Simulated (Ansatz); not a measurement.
# ZrSc2As3: the cost of one run

Program: Ansatz 0.2.0. Level of theory: DFT PBE, scalar-relativistic, plane waves, PAW. These are calculated values, not measurements.

## 1. Starting point

The structure is hexagonal, space group P6/mmm (No. 191). The conventional cell has a = 6.049 Å, b = 6.049 Å, c = 3.869 Å, α = 90.00°, β = 90.00°, γ = 120.00°. Around Zr (site symmetry 6/mmm) lie 6 Sc at 3.49 Å and 12 As at 3.59 Å and 2 Zr at 3.87 Å. Sc (site symmetry -6m2) has 6 As at 2.61 Å as nearest neighbours. As (site symmetry mmm) is surrounded by 4 Sc at 2.61 Å and 4 Zr at 3.59 Å.

As a file:

```cif
data_structure
_symmetry_space_group_name_H-M 'P 1'
_symmetry_Int_Tables_number 1
_cell_length_a 6.0485
_cell_length_b 6.0485
_cell_length_c 3.8686
_cell_angle_alpha 90.000
_cell_angle_beta 90.000
_cell_angle_gamma 120.000
_cell_volume 122.57
loop_
_atom_site_label
_atom_site_type_symbol
_atom_site_fract_x
_atom_site_fract_y
_atom_site_fract_z
_atom_site_occupancy
Zr1 Zr 0.00000 0.00000 0.00000 1
Sc1 Sc 0.33333 0.66667 0.00000 1
Sc2 Sc 0.66667 0.33333 0.00000 1
As1 As 0.00000 0.50000 0.50000 1
As2 As 0.50000 0.50000 0.50000 1
As3 As 0.50000 0.00000 0.50000 1
```

Recipe of the guess: species swapped into a database cell of CeSi2Ru3 (P6/mmm, No. 191), with Zr on the Ce sites, Sc on the Si sites and As on the Ru sites. Its size is a rough estimate.

## 2. The guess as it stands, on a coarse mesh

input.yaml

```yaml
crystal:
  lattice:
    - [6.04853858, 0.0, 0.0]
    - [-3.02426929, 5.23818806, 0.0]
    - [0.0, 0.0, 3.86863757]
  atoms:
    - { symbol: Zr, position: [0.0, 0.0, 0.0] }
    - { symbol: Sc, position: [0.33333333, 0.66666667, 0.0] }
    - { symbol: Sc, position: [0.66666667, 0.33333333, 0.0] }
    - { symbol: As, position: [0.0, 0.5, 0.5] }
    - { symbol: As, position: [0.5, 0.5, 0.5] }
    - { symbol: As, position: [0.5, 0.0, 0.5] }
basis:
  ecutwfc: 420
kpoints:
  mp_grid: { grid: [3, 3, 4] }
hamiltonian:
  xc: pbe
scf:
  occupations: { method: gaussian, width: 0.1 }
  lower_state_search: "off"
output:
  forces: true
  stress: true
  eigenvalues: true
```

On the command line:

```console
$ ansatz run input.yaml --threads 1 --pin off --max-ram 2048MiB --backend cpu --events-out ev --progress --plain --runs-dir out
```

Q: Estimate wall time and peak memory on 1 thread of Intel Xeon 6975P-C (Granite Rapids), shared host.

About 2.2 s, with a peak of 0.46 GiB.
